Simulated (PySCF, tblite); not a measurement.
# 2-fluoropyrimidine: dynamics, then NMR shifts on frames

Aim: move 2-fluoropyrimidine (`Fc1ncccn1`) away from its starting geometry and see how NMR shifts follow the geometry.

Computed with tblite 0.8.0 and PySCF 2.14.0, with density-fitted response routines of our own, on a single molecule in the gas phase. Atoms count from 0, in the outputs and in this text.

## 1. Starting geometry

10 atoms, charge 0, multiplicity 1; geometry from: GFN2-xTB.

Bonds of the start (Å): F0–C1 1.33, C1–N2 1.31, N2–C3 1.32, C3–C4 1.39, C4–C5 1.39, C5–N6 1.32, N6–C1 1.31, C3–H7 1.08, C4–H8 1.08, C5–H9 1.08.

## 2. A short Langevin run with GFN2-xTB

Job settings and geometry (Å):

```
{"job": {"kind": "md", "xc": "GFN2-xTB", "basis": "xTB", "temperature": 400, "steps": 2000, "every": 50, "frames": 5}, "charge": 0, "multiplicity": 1}
F      2.791530    -0.042251    -0.165515
C      1.468907    -0.022077    -0.088645
N      0.873891    -1.194397    -0.088257
C     -0.447159    -1.171490    -0.010652
C     -1.158512     0.018221     0.065414
C     -0.407226     1.185513     0.055985
N      0.913845     1.167869    -0.022418
H     -0.933144    -2.137887    -0.009880
H     -2.233348     0.034756     0.129288
H     -0.859902     2.166397     0.112152
```

With the program's defaults for keys left out, this is: GFN2-xTB Langevin dynamics, gas phase.

Command:

```bash
$ OMP_NUM_THREADS=1 python probes_run.py task.json out
```

This one command runs all jobs of the session in turn.

The program printed:

```text
t/fs     T/K      E/eV
    0.0   339.0   -562.14269
   25.0   225.3   -561.91632
   50.0   320.7   -561.97058
   75.0   301.9   -561.86135
  100.0   288.6   -561.85053
  125.0   222.8   -561.72440
  150.0   285.6   -561.77520
  175.0   335.3   -561.73231
  200.0   275.1   -561.63383
  225.0   373.5   -561.59120
  250.0   520.3   -561.92562
  275.0   252.5   -561.70661
  300.0   389.1   -561.86585
  325.0   297.9   -561.79796
  350.0   272.1   -561.57890
  375.0   471.5   -561.80973
  400.0   389.1   -561.91416
  425.0   376.6   -561.75160
  450.0   286.8   -561.78752
  475.0   270.4   -561.64429
  500.0   431.8   -561.82689
  525.0   406.6   -561.48451
  550.0   387.6   -561.65894
  575.0   457.2   -561.74089
  600.0   313.5   -561.54454
  625.0   443.1   -561.59663
  650.0   531.2   -561.74910
  675.0   473.1   -561.61584
  700.0   494.8   -561.67290
  725.0   458.5   -561.78660
  750.0   433.1   -561.80724
  775.0   480.5   -561.85236
  800.0   436.3   -561.87313
  825.0   460.9   -561.62843
  850.0   429.8   -561.70138
  875.0   462.0   -561.68358
  900.0   303.5   -561.58166
  925.0   464.4   -561.84430
  950.0   500.3   -561.88926
  975.0   434.6   -561.87270
 1000.0   376.7   -561.91096
```

Wall time 4.1 s (1 thread of AMD EPYC 9B45, shared host); peak memory 0.18 GiB.

Distance from the start (root mean square after alignment): 0 fs 0.00 Å, 200 fs 0.10 Å, 400 fs 0.08 Å, 600 fs 0.10 Å, 800 fs 0.10 Å, 1000 fs 0.07 Å.

Positions (Å) and forces (eV/Å) at 1000 fs:

```xyz
10

F     1.583    0.506   -0.639   -1.651   -0.026    0.792
C     0.441    0.435    0.152    2.461    0.479   -0.098
N    -0.469   -0.390   -0.198   -0.797   -0.844   -0.714
C    -1.491   -0.573    0.644    0.549    0.499    0.097
C    -1.567    0.145    1.821    1.734    0.501    0.129
C    -0.466    1.021    2.100   -1.251   -0.048   -0.136
N     0.524    1.148    1.261    0.399    0.202   -0.469
H    -2.190   -1.320    0.321   -0.321   -0.079    0.051
H    -2.276   -0.047    2.573   -0.845   -0.018    0.475
H    -0.399    1.721    2.943   -0.280   -0.666   -0.128
```

## 3. NMR shieldings: 250 fs, PBE0/pcSseg-1

Job settings and geometry (Å):

```
{"job": {"kind": "nmr", "xc": "PBE0", "basis": "pcSseg-1", "pop": false}, "charge": 0, "multiplicity": 1}
F      2.630000     0.013100    -0.282500
C      1.317300    -0.093800    -0.057300
N      0.778800    -1.282000    -0.024700
C     -0.522700    -1.355900     0.158800
C     -1.274000    -0.198100     0.193700
C     -0.583100     1.010200    -0.036900
N      0.716900     1.096200    -0.109500
H     -0.939500    -2.361500     0.241200
H     -2.281000    -0.240800     0.411000
H     -1.087800     1.929800    -0.014200
```

Method: GIAO PBE0/pcSseg-1 NMR shielding, non-relativistic, gas phase.

The program printed:

```text
coarse grid: 9416 points
cycle   1  E = -363.0077468202  dE =  1.483e+00  |g| = 6.050e-01  |ddm| = 3.073e+00
cycle   2  E = -362.9437304917  dE =  6.402e-02  |g| = 8.764e-01  |ddm| = 8.522e-01
cycle   3  E = -363.0790301369  dE = -1.353e-01  |g| = 4.479e-02  |ddm| = 4.767e-01
cycle   4  E = -363.0791454799  dE = -1.153e-04  |g| = 4.126e-02  |ddm| = 8.905e-02
cycle   5  E = -363.0795517701  dE = -4.063e-04  |g| = 8.536e-03  |ddm| = 3.773e-02
cycle   6  E = -363.0795658325  dE = -1.406e-05  |g| = 2.961e-03  |ddm| = 7.649e-03
cycle   7  E = -363.0795676865  dE = -1.854e-06  |g| = 7.023e-04  |ddm| = 2.539e-03
final grid: 94536 points
cycle   8  E = -363.1240499866  dE = -3.355e-05  |g| = 6.794e-03  |ddm| = 2.668e-02
cycle   9  E = -363.1240424358  dE =  7.551e-06  |g| = 9.719e-03  |ddm| = 1.251e-02
cycle  10  E = -363.1240598530  dE = -1.742e-05  |g| = 1.249e-03  |ddm| = 6.763e-03
cycle  11  E = -363.1240601557  dE = -3.028e-07  |g| = 3.130e-04  |ddm| = 1.094e-03
cycle  12  E = -363.1240601727  dE = -1.698e-08  |g| = 1.830e-04  |ddm| = 3.904e-04
cycle  13  E = -363.1240601801  dE = -7.404e-09  |g| = 2.342e-05  |ddm| = 1.502e-04
cycle  14  E = -363.1240601802  dE = -6.867e-11  |g| = 1.564e-05  |ddm| = 2.883e-05
converged SCF energy = -363.1240601802

GIAO shielding tensors (ppm)
atom      isotropic    diamagn.    paramagn.     s11        s22        s33       span
  0 F      206.276     471.245    -264.969     90.352    236.387    292.090    201.738
  1 C       12.316     249.636    -237.320    -75.543     46.557     65.934    141.477
  2 N      -22.221     332.115    -354.336   -246.225    -86.930    266.491    512.716
  3 C       22.270     251.318    -229.048    -88.817     10.162    145.465    234.281
  4 C       64.028     258.933    -194.905    -54.207     61.108    185.183    239.390
  5 C       20.214     250.238    -230.023    -88.384     -1.298    150.325    238.709
  6 N      -41.283     331.925    -373.208   -266.328   -119.776    262.254    528.583
  7 H       22.622      29.060      -6.438     18.792     23.185     25.889      7.097
  8 H       25.226      33.169      -7.943     23.027     24.309     28.341      5.314
  9 H       23.243      30.820      -7.578     19.597     23.145     26.987      7.390
```

Wall time 5.1 s (1 thread of AMD EPYC 9B45, shared host); peak memory 0.63 GiB.

The references, computed at this level on geometries of the same kind, shield at (ppm): ¹H TMS 31.72, ¹³C TMS 186.9, ¹⁹F CFCl3 170.9, ¹⁵N NH3 267.7. Their shielding less the atom's gives the shift. The references are single molecules in the gas phase, so shifts against H2O, NH3, PH3, H3PO4 or CFCl3 are not on the usual liquid scales and can be off by tens of ppm. Each atom is listed at this fixed geometry, with no averaging over motion; a spectrum would average atoms that exchange fast.

```
atoms                                         environment  σ (ppm)  δ (ppm)
   C1                    aromatic carbon bearing fluorine     12.3    174.6
   C5                 aromatic CH next to a ring nitrogen     20.2    166.7
   C3                 aromatic CH next to a ring nitrogen     22.3    164.7
   C4                                         aromatic CH     64.0    122.9
   H7  hydrogen on an aromatic CH next to a ring nitrogen    22.62     9.10
   H9  hydrogen on an aromatic CH next to a ring nitrogen    23.24     8.47
   H8                          hydrogen on an aromatic CH    25.23     6.49
   F0                                       aryl fluorine    206.3    -35.3
   N6                         pyridine-type ring nitrogen    -41.3    309.0
   N2                         pyridine-type ring nitrogen    -22.2    290.0
```

Ring of atoms C1, N2, C3, C4, C5, N6: NICS(0) -6.9, NICS(1) -10.4, NICS(1)zz -26.1 ppm (means of both faces).

## 4. Shielding tensors: 425 fs, PBE0/pcSseg-1

Job settings and geometry (Å):

```
{"job": {"kind": "nmr", "xc": "PBE0", "basis": "pcSseg-1", "pop": false}, "charge": 0, "multiplicity": 1}
F      2.726800    -0.121000    -0.189100
C      1.335600    -0.195400    -0.203200
N      0.949900    -1.340600     0.313300
C     -0.356700    -1.455900     0.498200
C     -1.253500    -0.607800    -0.042500
C     -0.722900     0.627700    -0.501800
N      0.578200     0.850500    -0.506600
H     -0.662900    -2.364500     0.989700
H     -2.302000    -0.656500    -0.039000
H     -1.381200     1.367400    -0.958700
```

Method: GIAO PBE0/pcSseg-1 NMR shielding, non-relativistic, gas phase.

The program printed:

```text
coarse grid: 9416 points
cycle   1  E = -362.9936701671  dE =  1.390e+00  |g| = 6.267e-01  |ddm| = 3.057e+00
cycle   2  E = -362.9063177839  dE =  8.735e-02  |g| = 9.670e-01  |ddm| = 9.171e-01
cycle   3  E = -363.0710898410  dE = -1.648e-01  |g| = 6.389e-02  |ddm| = 5.388e-01
cycle   4  E = -363.0712735924  dE = -1.838e-04  |g| = 5.907e-02  |ddm| = 1.090e-01
cycle   5  E = -363.0720513257  dE = -7.777e-04  |g| = 9.376e-03  |ddm| = 4.767e-02
cycle   6  E = -363.0720666617  dE = -1.534e-05  |g| = 4.456e-03  |ddm| = 9.564e-03
cycle   7  E = -363.0720708379  dE = -4.176e-06  |g| = 9.988e-04  |ddm| = 3.538e-03
final grid: 94536 points
cycle   8  E = -363.1160503360  dE = -2.956e-05  |g| = 7.313e-03  |ddm| = 2.420e-02
cycle   9  E = -363.1160380179  dE =  1.232e-05  |g| = 1.131e-02  |ddm| = 1.402e-02
cycle  10  E = -363.1160615177  dE = -2.350e-05  |g| = 1.236e-03  |ddm| = 7.814e-03
cycle  11  E = -363.1160618327  dE = -3.149e-07  |g| = 3.891e-04  |ddm| = 1.210e-03
cycle  12  E = -363.1160618631  dE = -3.047e-08  |g| = 1.897e-04  |ddm| = 4.523e-04
cycle  13  E = -363.1160618706  dE = -7.493e-09  |g| = 2.920e-05  |ddm| = 1.529e-04
cycle  14  E = -363.1160618707  dE = -1.040e-10  |g| = 1.969e-05  |ddm| = 3.792e-05
converged SCF energy = -363.1160618707

GIAO shielding tensors (ppm)
atom      isotropic    diamagn.    paramagn.     s11        s22        s33       span
  0 F      184.933     471.716    -286.783     53.660    182.749    318.391    264.731
  1 C        6.373     249.853    -243.480    -82.324     46.257     55.187    137.511
  2 N      -39.050     331.688    -370.738   -266.549   -112.823    262.222    528.771
  3 C       26.223     249.569    -223.347    -76.835      6.469    149.033    225.868
  4 C       63.366     260.067    -196.701    -55.907     62.633    183.373    239.280
  5 C       13.772     252.204    -238.432   -101.124      0.152    142.288    243.412
  6 N      -37.429     331.287    -368.716   -274.127    -91.982    253.821    527.948
  7 H       23.075      29.148      -6.073     18.870     23.922     26.433      7.563
  8 H       24.768      32.552      -7.784     22.816     23.500     27.988      5.172
  9 H       22.445      29.723      -7.278     19.081     22.139     26.114      7.033
```

Run time: 5 s. Hardware: 1 thread of AMD EPYC 9B45, shared host; peak memory 0.64 GiB.

This run: δ C1 180.6, C5 173.2, C3 160.7, C4 123.6, H9 9.27, H7 8.64 ppm.

## 5. Nuclear shieldings: 625 fs, PBE0/pcSseg-1

Job settings and geometry (Å):

```
{"job": {"kind": "nmr", "xc": "PBE0", "basis": "pcSseg-1", "pop": false}, "charge": 0, "multiplicity": 1}
F      2.777200    -0.076700     0.113400
C      1.458300    -0.389500     0.135400
N      1.030500    -1.670000     0.371600
C     -0.255600    -1.714300     0.584700
C     -1.207500    -0.755500     0.399200
C     -0.592300     0.448100     0.073700
N      0.675300     0.645400     0.008800
H     -0.602600    -2.701200     0.894300
H     -2.233800    -1.111700     0.513900
H     -1.261100     1.366900    -0.004600
```

Level: GIAO PBE0/pcSseg-1 NMR shielding, non-relativistic, gas phase.

The program printed:

```text
coarse grid: 9416 points
cycle   1  E = -362.9891943305  dE =  1.460e+00  |g| = 6.231e-01  |ddm| = 3.070e+00
cycle   2  E = -362.9044464618  dE =  8.475e-02  |g| = 9.454e-01  |ddm| = 9.017e-01
cycle   3  E = -363.0656750171  dE = -1.612e-01  |g| = 6.146e-02  |ddm| = 5.273e-01
cycle   4  E = -363.0659463012  dE = -2.713e-04  |g| = 5.574e-02  |ddm| = 1.229e-01
cycle   5  E = -363.0666975386  dE = -7.512e-04  |g| = 8.332e-03  |ddm| = 4.887e-02
cycle   6  E = -363.0667108690  dE = -1.333e-05  |g| = 2.981e-03  |ddm| = 7.933e-03
cycle   7  E = -363.0667127805  dE = -1.912e-06  |g| = 6.084e-04  |ddm| = 2.501e-03
final grid: 94536 points
cycle   8  E = -363.1108688551  dE = -2.812e-05  |g| = 5.864e-03  |ddm| = 2.371e-02
cycle   9  E = -363.1108639027  dE =  4.952e-06  |g| = 8.156e-03  |ddm| = 1.104e-02
cycle  10  E = -363.1108764574  dE = -1.255e-05  |g| = 1.136e-03  |ddm| = 5.831e-03
cycle  11  E = -363.1108766936  dE = -2.362e-07  |g| = 2.707e-04  |ddm| = 9.721e-04
cycle  12  E = -363.1108767036  dE = -9.925e-09  |g| = 1.730e-04  |ddm| = 3.193e-04
cycle  13  E = -363.1108767101  dE = -6.519e-09  |g| = 2.375e-05  |ddm| = 1.498e-04
cycle  14  E = -363.1108767102  dE = -1.237e-10  |g| = 8.275e-06  |ddm| = 2.564e-05
converged SCF energy = -363.1108767102

GIAO shielding tensors (ppm)
atom      isotropic    diamagn.    paramagn.     s11        s22        s33       span
  0 F      198.779     471.018    -272.239     73.058    232.007    291.271    218.214
  1 C        4.603     251.137    -246.534    -88.276     38.598     63.487    151.763
  2 N      -38.716     331.905    -370.621   -258.163   -100.107    242.122    500.285
  3 C       19.552     250.862    -231.310    -90.729      4.846    144.540    235.269
  4 C       64.026     260.575    -196.549    -60.329     73.529    178.879    239.209
  5 C       27.104     249.470    -222.366    -66.762      3.167    144.908    211.670
  6 N      -17.949     332.203    -350.151   -220.315    -84.812    251.281    471.596
  7 H       23.032      28.551      -5.519     18.269     23.867     26.961      8.692
  8 H       23.739      31.130      -7.391     22.255     22.476     26.485      4.230
  9 H       22.506      28.218      -5.712     17.510     23.594     26.415      8.905
```

Run time: 5 s. Hardware: 1 thread of AMD EPYC 9B45, shared host; peak memory 0.64 GiB.

Key values: δ C1 182.3, C3 167.4, C5 159.8, C4 122.9, H9 9.21, H7 8.68 ppm.

## 6. Shielding tensors: 800 fs, PBE0/pcSseg-1

Job settings and geometry (Å):

```
{"job": {"kind": "nmr", "xc": "PBE0", "basis": "pcSseg-1", "pop": false}, "charge": 0, "multiplicity": 1}
F      2.339400     0.084300    -0.382000
C      1.172700    -0.056000     0.217300
N      0.699200    -1.226600     0.514500
C     -0.523500    -1.254500     1.060400
C     -1.339100    -0.112000     1.191000
C     -0.689000     1.134700     0.900000
N      0.553700     1.148400     0.457100
H     -0.818400    -2.233600     1.349800
H     -2.395400    -0.130500     1.455100
H     -1.296400     2.026800     0.979100
```

With the program's defaults for keys left out, this is: GIAO PBE0/pcSseg-1 NMR shielding, non-relativistic, gas phase.

The program printed:

```text
coarse grid: 9416 points
cycle   1  E = -363.0095297107  dE =  1.293e+00  |g| = 5.917e-01  |ddm| = 3.047e+00
cycle   2  E = -362.9478008146  dE =  6.173e-02  |g| = 8.550e-01  |ddm| = 8.199e-01
cycle   3  E = -363.0781619475  dE = -1.304e-01  |g| = 4.158e-02  |ddm| = 4.604e-01
cycle   4  E = -363.0782333473  dE = -7.140e-05  |g| = 3.955e-02  |ddm| = 8.606e-02
cycle   5  E = -363.0786325963  dE = -3.992e-04  |g| = 8.060e-03  |ddm| = 3.840e-02
cycle   6  E = -363.0786452819  dE = -1.269e-05  |g| = 3.118e-03  |ddm| = 7.227e-03
cycle   7  E = -363.0786471818  dE = -1.900e-06  |g| = 6.741e-04  |ddm| = 2.435e-03
final grid: 94536 points
cycle   8  E = -363.1229503676  dE = -3.277e-05  |g| = 5.251e-03  |ddm| = 2.254e-02
cycle   9  E = -363.1229481894  dE =  2.178e-06  |g| = 6.608e-03  |ddm| = 9.625e-03
cycle  10  E = -363.1229567726  dE = -8.583e-06  |g| = 1.167e-03  |ddm| = 4.971e-03
cycle  11  E = -363.1229570122  dE = -2.395e-07  |g| = 2.267e-04  |ddm| = 8.654e-04
cycle  12  E = -363.1229570178  dE = -5.636e-09  |g| = 1.578e-04  |ddm| = 2.779e-04
cycle  13  E = -363.1229570235  dE = -5.640e-09  |g| = 2.408e-05  |ddm| = 1.399e-04
cycle  14  E = -363.1229570236  dE = -1.183e-10  |g| = 9.353e-06  |ddm| = 2.228e-05
converged SCF energy = -363.1229570236

GIAO shielding tensors (ppm)
atom      isotropic    diamagn.    paramagn.     s11        s22        s33       span
  0 F      216.540     471.662    -255.122    107.719    256.267    285.634    177.915
  1 C       11.164     249.599    -238.434    -80.307     45.171     68.629    148.936
  2 N      -20.041     332.302    -352.343   -238.449    -86.318    264.644    503.093
  3 C       20.805     249.918    -229.113    -85.572      1.448    146.539    232.111
  4 C       53.752     260.632    -206.880    -70.061     53.604    177.713    247.773
  5 C       13.028     251.769    -238.741   -108.109      4.239    142.954    251.062
  6 N      -64.729     331.633    -396.363   -326.160   -112.763    244.736    570.895
  7 H       23.080      29.716      -6.636     19.077     23.508     26.654      7.577
  8 H       23.948      30.699      -6.751     22.000     23.066     26.777      4.777
  9 H       22.099      29.495      -7.396     19.156     20.709     26.433      7.277
```

It took 5 s on 1 thread of AMD EPYC 9B45, shared host; peak memory 0.64 GiB.

This run: δ C1 175.8, C5 173.9, C3 166.1, C4 133.2, H9 9.62, H7 8.64 ppm.

## 7. Shielding tensors: 1000 fs, PBE0/pcSseg-1

Job settings and geometry (Å):

```
{"job": {"kind": "nmr", "xc": "PBE0", "basis": "pcSseg-1", "pop": false}, "charge": 0, "multiplicity": 1}
F      1.582900     0.505900    -0.639100
C      0.441400     0.435300     0.152200
N     -0.469500    -0.389700    -0.197800
C     -1.490700    -0.573300     0.643700
C     -1.566700     0.145300     1.821100
C     -0.466300     1.020800     2.100100
N      0.523700     1.148200     1.261200
H     -2.190000    -1.319700     0.321200
H     -2.275900    -0.047200     2.572900
H     -0.398800     1.721100     2.943100
```

With the program's defaults for keys left out, this is: GIAO PBE0/pcSseg-1 NMR shielding, non-relativistic, gas phase.

The program printed:

```text
coarse grid: 9416 points
cycle   1  E = -363.0055404555  dE =  1.388e+00  |g| = 6.108e-01  |ddm| = 3.053e+00
cycle   2  E = -362.9376717323  dE =  6.787e-02  |g| = 9.066e-01  |ddm| = 8.679e-01
cycle   3  E = -363.0779263726  dE = -1.403e-01  |g| = 4.999e-02  |ddm| = 4.836e-01
cycle   4  E = -363.0780562111  dE = -1.298e-04  |g| = 4.478e-02  |ddm| = 8.063e-02
cycle   5  E = -363.0784447800  dE = -3.886e-04  |g| = 8.222e-03  |ddm| = 3.389e-02
cycle   6  E = -363.0784563069  dE = -1.153e-05  |g| = 3.444e-03  |ddm| = 7.765e-03
cycle   7  E = -363.0784591212  dE = -2.814e-06  |g| = 7.428e-04  |ddm| = 3.212e-03
final grid: 94536 points
cycle   8  E = -363.1234705133  dE = -3.304e-05  |g| = 6.874e-03  |ddm| = 2.331e-02
cycle   9  E = -363.1234623023  dE =  8.211e-06  |g| = 1.001e-02  |ddm| = 1.277e-02
cycle  10  E = -363.1234807274  dE = -1.843e-05  |g| = 1.095e-03  |ddm| = 6.813e-03
cycle  11  E = -363.1234809481  dE = -2.207e-07  |g| = 2.863e-04  |ddm| = 9.997e-04
cycle  12  E = -363.1234809584  dE = -1.029e-08  |g| = 1.880e-04  |ddm| = 3.445e-04
cycle  13  E = -363.1234809668  dE = -8.415e-09  |g| = 2.207e-05  |ddm| = 1.625e-04
cycle  14  E = -363.1234809669  dE = -9.140e-11  |g| = 9.792e-06  |ddm| = 2.195e-05
converged SCF energy = -363.1234809669

GIAO shielding tensors (ppm)
atom      isotropic    diamagn.    paramagn.     s11        s22        s33       span
  0 F      187.863     474.711    -286.848     64.458    176.039    323.092    258.634
  1 C       13.429     247.140    -233.711    -69.893     53.696     56.485    126.379
  2 N      -20.578     332.747    -353.325   -243.920    -88.628    270.813    514.734
  3 C       22.495     250.057    -227.562    -85.404      6.707    146.182    231.586
  4 C       61.324     258.535    -197.211    -53.991     53.395    184.568    238.559
  5 C       14.830     251.390    -236.560    -94.107     -2.445    141.041    235.148
  6 N      -46.937     332.678    -379.615   -284.664   -111.826    255.678    540.341
  7 H       22.862      29.958      -7.096     18.949     23.435     26.202      7.253
  8 H       24.808      30.273      -5.465     23.061     23.716     27.647      4.586
  9 H       22.281      27.658      -5.376     18.251     23.119     25.474      7.224
```

It took 5.1 s on 1 thread of AMD EPYC 9B45, shared host; peak memory 0.64 GiB.

This run: δ C1 173.5, C5 172.1, C3 164.4, C4 125.6, H9 9.44, H7 8.86 ppm.

## 8. Run by run: NMR shifts

Shifts (ppm) of some atoms, chosen among heavy atoms and hydrogens apart, with basis size and wall time:

```
  frame     C5     C4    H9    H8     F0     N6     N2  functions   time
 250 fs  166.7  122.9  8.47  6.49  -35.3  309.0  290.0        134  5.1 s
 425 fs  173.2  123.6  9.27  6.95  -14.0  305.2  306.8        134    5 s
 625 fs  159.8  122.9  9.21  7.98  -27.8  285.7  306.4        134    5 s
 800 fs  173.9  133.2  9.62  7.77  -45.6  332.5  287.8        134    5 s
1000 fs  172.1  125.6  9.44  6.91  -16.9  314.7  288.3        134  5.1 s
```

## 9. Summary of results

| quantity | value |
| --- | --- |
| thermostat | 400 K |
| mean temperature, second half | 437 K |
| mean potential energy above the minimum | 0.41 eV |
| ¹³C shifts against TMS (PBE0/pcSseg-1, 250 fs) | 174.6, 166.7, 164.7, 122.9 ppm |
| ¹H shifts against TMS (PBE0/pcSseg-1, 250 fs) | 9.10, 8.47, 6.49 ppm |
| ¹⁹F shifts against CFCl3 (PBE0/pcSseg-1, 250 fs) | -35.3 ppm |
| ¹⁵N shifts against NH3 (PBE0/pcSseg-1, 250 fs) | 309.0, 290.0 ppm |
| range of the shift of N6 | 285.7 to 332.5 ppm |

What this shows: In the second half the potential energy averages 0.41 eV above the minimum; equipartition over 24 harmonic modes at 400 K would give 0.41 eV. With 10 atoms the temperature swings widely (223 to 531 K). Shifts at one fixed geometry are not the observed spectrum, which averages over the motion. NICS(1)zz of -26 ppm above the planar ring from C1 marks a diatropic (aromatic) ring current. Across the 5 runs the shift of N6 moves most, between 285.7 (625 fs) and 332.5 ppm (800 fs).
